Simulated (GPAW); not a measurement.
GaB:

```xyz
2
Lattice="2.7182 0.0000 0.0000 0.0000 2.7182 0.0000 0.0000 0.0000 3.2362" Properties=species:S:1:pos:R:3 pbc="T T T"
Ga    1.3591    1.3591    1.6181
B     0.0000    0.0000    0.0000
```

The cell was built by a generator and needn't be a form met in nature.

Base run:

| Quantity | Value |
| --- | --- |
| Program | GPAW 26.7.0 |
| Functional | r2SCAN |
| Potentials or basis | GPAW PAW data sets (gpaw-data 1.2.1) |
| Cutoff | 800 eV |
| Basis | pw |
| k mesh | 10 × 10 × 8 |
| Occupations | fermi-dirac, width 0.05 eV |
| Spin | no spin polarisation |

Its results: pressure -2.2 GPa.

**Question.** The run is repeated on the same cell with these changes: functional from r2SCAN to BLYP; potentials or basis from GPAW PAW data sets (gpaw-data 1.2.1) to PAW data sets generated in the run's folder for this functional. What comes out?

**Answer.** Pressure 8.9 GPa.

Caveats: the PAW data sets were made with another functional, which shifts forces and pressure a little (some runs).
